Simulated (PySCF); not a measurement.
# C6H9NO: the cost of one run

Programs: PySCF 2.14.0, with routines of our own; each step states its level. All values are computed. Atoms count from 0.

## Step 1: The starting structure

17 atoms, charge 0, multiplicity 1; geometry from: GFN2-xTB.

## Step 2: Magnetic properties: GIAO PBE0/pcSseg-1

What the job is given:

```
{"job": {"kind": "mag", "xc": "PBE0", "basis": "pcSseg-1", "isotopologues": 2}, "charge": 0, "multiplicity": 1}
C      3.504204     0.176517    -0.310998
C      2.315123    -0.355428    -0.072591
C      1.092149     0.486711    -0.052597
O      1.095220     1.684333    -0.261970
N     -0.042830    -0.207474     0.222745
C     -1.325250     0.407385     0.296066
C     -2.328989    -0.089920     1.291296
C     -2.535594    -0.338967    -0.176560
H      4.409871    -0.405236    -0.334316
H      3.587078     1.236022    -0.491263
H      2.189728    -1.413422     0.115168
H      0.000478    -1.200805     0.388038
H     -1.246078     1.468985     0.102659
H     -2.054798    -0.930245     1.911714
H     -2.958889     0.629469     1.789813
H     -2.400326    -1.345940    -0.542671
H     -3.308094     0.210046    -0.691163
```

With the program's defaults for keys left out, this is: GIAO PBE0/pcSseg-1 magnetisability, rotational g tensor and spin-rotation constants, non-relativistic, gas phase.

Command:

```console
OMP_NUM_THREADS=1 python excited_run.py task.json out
```

This one command runs all jobs of the session in turn.

Q: Estimate the wall time and peak memory of this first job on 1 thread of Arm Neoverse V2, shared host.

About 36 s, with a peak of 0.8 GiB.
